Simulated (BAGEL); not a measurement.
# ROHF/6-31G(d) (density fitting with qzvpp-jkfit, spherical functions) run of BSiH2F2 (SMILES FB(F)[SiH2])

Aim: the energy change on altering one bond length of BSiH2F2 at ROHF/6-31G* (density fitting with qzvpp-jkfit, spherical functions), from 2 runs. 

The calculation is run with BAGEL 1.2.2.

2 further runs of the same task are left out: 2 that didn't finish.

## 1. The system as given

BSiH2F2 has 6 atoms, charge 0, and is taken as a doublet. As SMILES, `FB(F)[SiH2]`. Geometry: relaxed at GFN2-xTB.

Bond lengths: F1–B2 1.338 Å, B2–F3 1.338 Å, B2–Si4 1.901 Å, Si4–H5 1.459 Å, Si4–H6 1.459 Å. Angles: F1–B2–F3 112.7°, F1–B2–Si4 123.7°, F3–B2–Si4 123.6°, B2–Si4–H5 125.0°, B2–Si4–H6 125.1°, H5–Si4–H6 109.9°.

## 2. The energy at ROHF/6-31G(d) (density fitting with qzvpp-jkfit, spherical functions)

Input file calc.json:

```json
{ "bagel" : [

{
  "title" : "molecule",
  "basis" : "6-31gs.json",
  "df_basis" : "qzvpp-jkfit",
  "angstrom" : true,
  "geometry" : [
    { "atom" : "F", "xyz" : [    1.138830,   -0.662010,    1.575080 ] },
    { "atom" : "B", "xyz" : [    0.528980,   -0.732460,    0.385910 ] },
    { "atom" : "F", "xyz" : [    0.712660,   -1.911280,   -0.220160 ] },
    { "atom" : "Si", "xyz" : [   -0.490810,    0.686850,   -0.361790 ] },
    { "atom" : "H", "xyz" : [   -1.171950,    0.637840,   -1.650550 ] },
    { "atom" : "H", "xyz" : [   -0.717730,    1.981070,    0.271500 ] }
  ]
},
{ "title" : "rohf", "nopen" : 1 },
{ "title" : "print", "file" : "orbitals.molden", "orbitals" : true }

]}
```

The basis set 6-31G* is read from a file made from the Basis Set Exchange's data (not shown).

On the command line:

```sh
$ BAGEL_NUM_THREADS=1 BAGEL calc.json > calc.out
```

The log of the run:

```text
* using 1 threads per process

  ===============================================================
  ===============================================================

  *** Geometry ***

  { "atom" : "F", "xyz" : [      2.152077,     -1.251018,      2.976470 ] },
  { "atom" : "B", "xyz" : [      0.999627,     -1.384149,      0.729264 ] },
  { "atom" : "F", "xyz" : [      1.346732,     -3.611796,     -0.416042 ] },
  { "atom" : "Si", "xyz" : [     -0.927496,      1.297958,     -0.683684 ] },
  { "atom" : "H", "xyz" : [     -2.214665,      1.205343,     -3.119087 ] },
  { "atom" : "H", "xyz" : [     -1.356313,      3.743680,      0.513061 ] },

  Number of auxiliary basis functions:      393

  Since a DF basis is specified, we compute 2- and 3-index integrals:
    o Being stored without compression. Storage requirement is 0.013 GB

  Number of basis functions:       64
  Number of electrons      :       39

    * METHOD: MOLECULE                             0.11

  *** Open-shell HF ***

  === Nuclear Repulsion ===
   137.9857602518

      * DIIS with orbital gradients will be used.

  === ROHF iteration (6-31gs.json) ===
      0       -513.49531035          0.04982849           0.05
      1       -513.63688369          0.03128018           0.05
      2       -513.67882877          0.01871293           0.05
      3       -513.70181411          0.00101309           0.05
      4       -513.70206633          0.00024876           0.05
      5       -513.70209408          0.00011652           0.05
      6       -513.70210378          0.00002883           0.05
      7       -513.70210419          0.00000832           0.05
      8       -513.70210421          0.00000169           0.05
      9       -513.70210422          0.00000060           0.05
     10       -513.70210422          0.00000032           0.05
     11       -513.70210422          0.00000018           0.05
     12       -513.70210422          0.00000008           0.05
     13       -513.70210422          0.00000002           0.05
     14       -513.70210422          0.00000001           0.05
    * SCF iteration converged.

    * S^2 (ROHF) is 0.7500

    * Permanent dipole moment:
           (    0.354153,    -0.493975,     0.259038) a.u.

    * METHOD: ROHF                                 0.82

    * METHOD: PRINT                                0.01

  ===============================================================
```

Run time: 1.1 s. Hardware: 1 thread of Arm Neoverse V2, shared host.

## 3. The distorted shape, same level

Input file calc.json:

```json
{ "bagel": [

{
  "title": "molecule",
  "basis": "6-31gs.json",
  "df_basis": "qzvpp-jkfit",
  "angstrom": "true",
  "geometry": [
    { "atom": "F", "xyz": [       1.046996,      -0.072637,       1.878096 ] },
    { "atom": "B", "xyz": [       0.437146,      -0.143087,       0.688926 ] },
    { "atom": "F", "xyz": [       0.712660,      -1.911280,      -0.220160 ] },
    { "atom": "Si", "xyz": [      -0.582644,       1.276223,      -0.058774 ] },
    { "atom": "H", "xyz": [      -1.263784,       1.227213,      -1.347534 ] },
    { "atom": "H", "xyz": [      -0.809564,       2.570443,       0.574516 ] }
  ]
},

{ "title": "rohf", "nopen": 1 },

{ "title": "print", "file": "orbitals.molden", "orbitals": "true" }

]}
```

The basis set 6-31G* is read from a file made from the Basis Set Exchange's data (not shown).

On the command line:

```sh
$ BAGEL_NUM_THREADS=1 BAGEL calc.json > calc.out
```

The log of the run:

```text
* using 1 threads per process

  ===============================================================
  ===============================================================

  *** Geometry ***

  { "atom" : "F", "xyz" : [      1.978536,     -0.137264,      3.549087 ] },
  { "atom" : "B", "xyz" : [      0.826086,     -0.270395,      1.301881 ] },
  { "atom" : "F", "xyz" : [      1.346732,     -3.611796,     -0.416042 ] },
  { "atom" : "Si", "xyz" : [     -1.101038,      2.411712,     -0.111067 ] },
  { "atom" : "H", "xyz" : [     -2.388206,      2.319096,     -2.546470 ] },
  { "atom" : "H", "xyz" : [     -1.529854,      4.857433,      1.085678 ] },

  Number of auxiliary basis functions:      393

  Since a DF basis is specified, we compute 2- and 3-index integrals:
    o Being stored without compression. Storage requirement is 0.013 GB

  Number of basis functions:       64
  Number of electrons      :       39

    * METHOD: MOLECULE                             0.11

  *** Open-shell HF ***

  === Nuclear Repulsion ===
   123.8838213213

      * DIIS with orbital gradients will be used.

  === ROHF iteration (6-31gs.json) ===
      0       -513.24832439          0.05740609           0.05
      1       -513.38740108          0.04761456           0.05
      2       -513.47329232          0.03376737           0.05
      3       -513.56424933          0.00212259           0.05
      4       -513.56506519          0.00088767           0.05
      5       -513.56520146          0.00037357           0.05
      6       -513.56523453          0.00012599           0.05
      7       -513.56524140          0.00003571           0.05
      8       -513.56524194          0.00001182           0.05
      9       -513.56524196          0.00000605           0.05
     10       -513.56524197          0.00000333           0.05
     11       -513.56524197          0.00000128           0.05
     12       -513.56524198          0.00000050           0.05
     13       -513.56524197          0.00000022           0.05
     14       -513.56524197          0.00000010           0.05
     15       -513.56524197          0.00000004           0.05
     16       -513.56524197          0.00000002           0.05
     17       -513.56524197          0.00000001           0.05
    * SCF iteration converged.

    * S^2 (ROHF) is 0.7500

    * Permanent dipole moment:
           (    0.727224,    -1.962540,    -0.228247) a.u.

    * METHOD: ROHF                                 0.93

    * METHOD: PRINT                                0.01

  ===============================================================
```

Wall time 1.2 s (1 thread of Arm Neoverse V2, shared host).

## 4. Outcome

At ROHF/6-31G* (density fitting with qzvpp-jkfit, spherical functions):

| quantity | value |
| --- | --- |
| first shape: total energy | -513.70210 Eh |
| first shape: dipole moment | 1.68 D |
| first shape: ⟨S²⟩ | 0.750 |
| distorted shape: total energy | -513.56524 Eh |
| distorted shape: dipole moment | 5.35 D |
| distorted shape: ⟨S²⟩ | 0.750 |
| energy change with the B2–F3 bond stretched from 1.338 to 2.007 Å | 3.724 eV |

**Reading.** With the B2–F3 bond stretched from 1.338 to 2.007 Å the energy rises by 3.72 eV (359 kJ/mol). The first shape isn't relaxed at this level, so the change isn't measured from a minimum.
